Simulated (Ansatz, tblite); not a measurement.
# Ga(PH3)F3 (F3GaH3P): which spin state is lowest

Aim: set other spin states of Ga(PH3)F3 (F3GaH3P) against its singlet, on many levels of theory.

Program: Ansatz 0.2.0, Gaussian basis. Level of theory: as each input shows. These are calculated values, not measurements.

Levels to be run: triplet, at the geometry of the singlet (GFN1-xTB, GFN2-xTB, PBE0-D4/def2-TZVP, PBE-D4/def2-TZVP, r2SCAN-D4/def2-TZVP); the singlet's energies come from earlier runs.

## 1. The relaxed structure

The singlet was relaxed beforehand with PBE0-D4/def2-SVP.

8 atoms, charge 0, spin multiplicity 1.

Bond lengths: Ga1–P2 2.490 Å, Ga1–F6 1.753 Å, Ga1–F7 1.753 Å, Ga1–F8 1.753 Å, P2–H3 1.414 Å, P2–H4 1.414 Å, P2–H5 1.414 Å. Angles: P2–Ga1–F6 99.9°, P2–Ga1–F7 100.0°, P2–Ga1–F8 99.6°, F6–Ga1–F7 117.1°, F6–Ga1–F8 117.2°, F7–Ga1–F8 117.2°, Ga1–P2–H3 117.3°, Ga1–P2–H4 117.0°, Ga1–P2–H5 117.1°, H3–P2–H4 100.9°, H3–P2–H5 100.8°, H4–P2–H5 100.8°.

## 2. Triplet at the fixed geometry, GFN1-xTB

Tight binding, by tblite at 300 K electronic temperature and without a spin-polarisation term:

```python
tblite.interface.Calculator('GFN1-xTB', numbers, positions, charge=0, uhf=2).singlepoint()
```

Energy -569.2694 eV; 0.01 s.

## 3. Triplet at the fixed geometry, GFN2-xTB

Tight binding, by tblite at 300 K electronic temperature and without a spin-polarisation term:

```python
tblite.interface.Calculator('GFN2-xTB', numbers, positions, charge=0, uhf=2).singlepoint()
```

Energy -527.9040 eV; 0.009 s.

## 4. Triplet at the fixed geometry, PBE0-D4/def2-TZVP

in.yaml reads:

```yaml
crystal:
  periodic: [false, false, false]
  atoms:
    - {symbol: Ga, position_ang: [-0.003698, 0.009670, -1.374787]}
    - {symbol: P, position_ang: [0.003485, -0.005976, 1.115606]}
    - {symbol: H, position_ang: [0.713798, 1.027512, 1.768187]}
    - {symbol: H, position_ang: [0.550298, -1.145524, 1.748619]}
    - {symbol: H, position_ang: [-1.249829, 0.082442, 1.763492]}
    - {symbol: F, position_ang: [1.721804, -0.011737, -1.680564]}
    - {symbol: F, position_ang: [-0.848349, 1.517345, -1.665995]}
    - {symbol: F, position_ang: [-0.887519, -1.473733, -1.674557]}
basis:
  gaussian: {orbitals: def2-TZVP}
magnetization: {spin_polarized: true, initial_magnetization: 2}
hamiltonian: {xc: pbe0, dispersion: d4}
scf: {omitted_lower_state_checks: [starts]}
output: {orbitals: {seedname: orbitals}}
```

Run with:

```console
$ ansatz run in.yaml --threads 2 --pin off --events-out ev --progress --plain --max-ram 4352MiB
```

Output:

```text
Functional definition: PBE0
  name "PBE0"
  cite "Adamo & Barone, J. Chem. Phys. 110, 6158 (1999) doi:10.1063/1.478522"
  cite "Perdew, Burke & Ernzerhof, Phys. Rev. Lett. 77, 3865 (1996) doi:10.1103/PhysRevLett.77.3865"
  parent pbe
  parameter a = 0.25
  parameter kappa = 0.804
  parameter beta = 0.06672455060314922
  exchange = (1 - a)*pbe_x(kappa = kappa, mu = beta*pi^2/3) + a*exact_x
  correlation = pbe_c(beta = beta)
these checks for a lower state are left out or cut short: starts
1295 factors; their error is unknown
mean field evaluation 1: about -69840.0164 eV, gradient 4.9e1 eV
mean field evaluation 2: about -69772.9218 eV, gradient 1.4e2 eV
mean field evaluation 4: about -69845.4687 eV, gradient 2.5e1 eV
mean field evaluation 8: about -69848.9746 eV, gradient 9.3e-1 eV
mean field evaluation 16: about -69849.2103 eV, gradient 1.5e-2 eV
mean field evaluation 32: about -69849.2104 eV, gradient 3.1e-4 eV
mean field -69849.21037757 eV, -2566.9111358803 hartree, gradient 9.5e-6 eV, S^2 2.007840; 0 other end points of the search recorded, 0 dependent functions left out
reference -69849.21041094 eV, -2566.9111371069 hartree; 39, 37 occupied and 157, 159 virtual orbitals, 1295 factors
Total energy: -69849.35581422 eV, -2566.9164805789 hartree
Checks for a lower state left out: starts
```

It took 48 s on 2 threads of Arm Neoverse N1, shared host; peak memory 1.1 GiB.

HOMO -3.42 eV, LUMO -7.45 eV (over both spins; with the spin held, an empty level of the minority spin lies below the top filled one); ⟨S²⟩ 2.008 (pure: 2.00).

## 5. Triplet at the fixed geometry, PBE-D4/def2-TZVP

start.molden holds the orbitals of an earlier run on this state, given as this run's starting guess.

in.yaml, as its differences from that of step 4:

```diff
@@ -12,5 +12,5 @@
 basis:
-  gaussian: {orbitals: def2-TZVP}
+  gaussian: {orbitals: def2-TZVP, initial_orbitals: start.molden}
 magnetization: {spin_polarized: true, initial_magnetization: 2}
-hamiltonian: {xc: pbe0, dispersion: d4}
+hamiltonian: {xc: pbe, dispersion: d4}
 scf: {omitted_lower_state_checks: [starts]}
```

Same command.

Output:

```text
Functional definition: PBE
  name "PBE"
  cite "Perdew, Burke & Ernzerhof, Phys. Rev. Lett. 77, 3865 (1996) doi:10.1103/PhysRevLett.77.3865"
  parent pbe
  parameter kappa = 0.804
  parameter beta = 0.06672455060314922
  exchange = pbe_x(kappa = kappa, mu = beta*pi^2/3)
  correlation = pbe_c(beta = beta)
these checks for a lower state are left out or cut short: starts
1238 factors; their error is unknown
mean field evaluation 1: about -69847.4572 eV, gradient 9.8e0 eV
mean field evaluation 2: about -69847.7077 eV, gradient 3.7e-1 eV
mean field evaluation 4: about -69847.6935 eV, gradient 1.0e-1 eV
mean field evaluation 8: about -69847.6945 eV, gradient 2.0e-2 eV
mean field evaluation 16: about -69847.6945 eV, gradient 3.1e-5 eV
mean field -69847.69453670 eV, -2566.8554297558 hartree, gradient 2.4e-6 eV, S^2 2.004628; 0 other end points of the search recorded, 0 dependent functions left out
reference -69847.69458334 eV, -2566.8554314700 hartree; 39, 37 occupied and 157, 159 virtual orbitals, 1238 factors
Total energy: -69847.86503112 eV, -2566.8616953103 hartree
Checks for a lower state left out: starts
```

It took 27 s on 2 threads of Arm Neoverse N1, shared host.

HOMO -2.27 eV, LUMO -8.10 eV (over both spins; with the spin held, an empty level of the minority spin lies below the top filled one); ⟨S²⟩ 2.005 (pure: 2.00).

## 6. Triplet at the fixed geometry, r2SCAN-D4/def2-TZVP

in.yaml, as its differences from that of step 5:

```diff
@@ -14,3 +14,3 @@
 magnetization: {spin_polarized: true, initial_magnetization: 2}
-hamiltonian: {xc: pbe, dispersion: d4}
+hamiltonian: {xc: r2scan, dispersion: d4}
 scf: {omitted_lower_state_checks: [starts]}
```

Launched as before.

Output:

```text
Functional definition: r2SCAN
  name "r2SCAN"
  cite "Furness, Kaplan, Ning, Perdew & Sun, J. Phys. Chem. Lett. 11, 8208 (2020) doi:10.1021/acs.jpclett.0c02405"
  cite "Furness, Kaplan, Ning, Perdew & Sun, J. Phys. Chem. Lett. 11, 9248 (2020) doi:10.1021/acs.jpclett.0c03077"
  parent r2scan
  parameter k0 = 0.174
  parameter k1 = 0.065
  parameter a1 = 4.9479
  exchange = r2scan_x(k0 = k0, k1 = k1, a1 = a1)
  correlation = r2scan_c
these checks for a lower state are left out or cut short: starts
1238 factors; their error is unknown
mean field evaluation 1: about -69863.4269 eV, gradient 5.9e0 eV
mean field evaluation 2: about -69863.4889 eV, gradient 1.4e-1 eV
mean field evaluation 4: about -69863.4668 eV, gradient 3.7e-3 eV
mean field evaluation 8: about -69863.4668 eV, gradient 8.3e-5 eV
mean field -69863.46682980 eV, -2567.4350508367 hartree, gradient 3.3e-6 eV, S^2 2.009959; 0 other end points of the search recorded, 0 dependent functions left out
reference -69863.46684561 eV, -2567.4350514176 hartree; 39, 37 occupied and 157, 159 virtual orbitals, 1238 factors
Total energy: -69863.50725930 eV, -2567.4365365932 hartree
Checks for a lower state left out: starts
```

Wall time 55 s (2 threads of Arm Neoverse N1, shared host); peak memory 0.55 GiB.

From the report: HOMO -2.57 eV, LUMO -7.99 eV (over both spins; with the spin held, an empty level of the minority spin lies below the top filled one); ⟨S²⟩ 2.010 (pure: 2.00).

## 7. Triplet less singlet, vertical

The singlet's energies are those of its earlier runs, whose logs aren't repeated here.

```csv
level,"triplet less singlet, vertical (kcal/mol)",time
GFN1-xTB,+138.5,0.02 s
GFN2-xTB,+135.1,0.015 s
PBE-D4/def2-TZVP,+142.8,32 s
r2SCAN-D4/def2-TZVP,+146.0,68 s
PBE0-D4/def2-TZVP,+151.2,56 s
```

Times add the two runs; a level without a time comes out of a correlated run. Tight binding without a spin term can't rank spin states.

## 8. Results

```
                                                quantity                                         value
triplet less singlet, vertical, functionals in def2-TZVP  +142.8 (PBE-D4) to +151.2 kcal/mol (PBE0-D4)
```

All functionals put the triplet above the singlet, over a spread of 8.4 kcal/mol. The checks for a lower triplet were left out, so another state of that spin may lie lower. These are electronic energies, without zero-point motion, entropy or surroundings.
